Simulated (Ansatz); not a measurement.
# Li3Au: the cost of one run

Computed with Ansatz 0.2.0 (DFT PBE, scalar-relativistic, plane waves, PAW, unless a step's input says otherwise).

## (1) The structure to begin with

It takes space group P4mm (No. 99, tetragonal). Conventional cell: a = 4.456 Å, b = 4.456 Å, c = 16.000 Å, α = 90.00°, β = 90.00°, γ = 90.00°. Li (site symmetry 2mm) has 2 Li at 2.73 Å and 2 Au at 2.73 Å as nearest neighbours. Around Li (site symmetry 4mm) lie 4 Li at 2.73 Å. Au (site symmetry 4mm) is surrounded by 4 Li at 2.73 Å.

Coordinates:

```cif
data_structure
_symmetry_space_group_name_H-M 'P4mm'
_symmetry_Int_Tables_number 99
_cell_length_a 4.4562
_cell_length_b 4.4562
_cell_length_c 16.0000
_cell_angle_alpha 90.000
_cell_angle_beta 90.000
_cell_angle_gamma 90.000
_cell_volume 317.72
loop_
_atom_site_label
_atom_site_type_symbol
_atom_site_symmetry_multiplicity
_atom_site_Wyckoff_symbol
_atom_site_fract_x
_atom_site_fract_y
_atom_site_fract_z
_atom_site_occupancy
Li1 Li 2 c 0.00000 0.50000 0.54923 1
Li2 Li 1 b 0.50000 0.50000 0.45077 1
Au1 Au 1 a 0.00000 0.00000 0.45077 1
```

A structure generator made this guess: thin slice cut from a crystal along (100). Lengths come from tabulated atomic sizes and are only a guess.

Only a and b are periodic; c spans vacuum, so the box's volume, pressure and space group aren't properties of the sheet.

## (2) The guess as it stands, on a coarse mesh

input.yaml

```yaml
crystal:
  lattice:
    - [4.456187, 0.0, 0.0]
    - [0.0, 4.456187, 0.0]
    - [0.0, 0.0, 16.0]
  atoms:
    - { symbol: Li, position: [0.0, 0.5, 0.54923438] }
    - { symbol: Li, position: [0.5, 0.0, 0.54923438] }
    - { symbol: Li, position: [0.5, 0.5, 0.45076562] }
    - { symbol: Au, position: [0.0, 0.0, 0.45076562] }
  periodic: [true, true, false]
basis:
  ecutwfc: 420
kpoints:
  mp_grid: { grid: [4, 4, 1] }
hamiltonian:
  xc: pbe
scf:
  occupations: { method: gaussian, width: 0.1 }
  lower_state_search: "off"
output:
  forces: true
  stress: true
  eigenvalues: true
```

Launch:

```bash
ansatz run input.yaml --threads 1 --pin off --max-ram 2048MiB --backend cpu --events-out ev --progress --plain --runs-dir out
```

Q: Estimate wall time and peak memory on 1 thread of Arm Neoverse V2, shared host.

About 5.3 s, with a peak of 0.48 GiB.
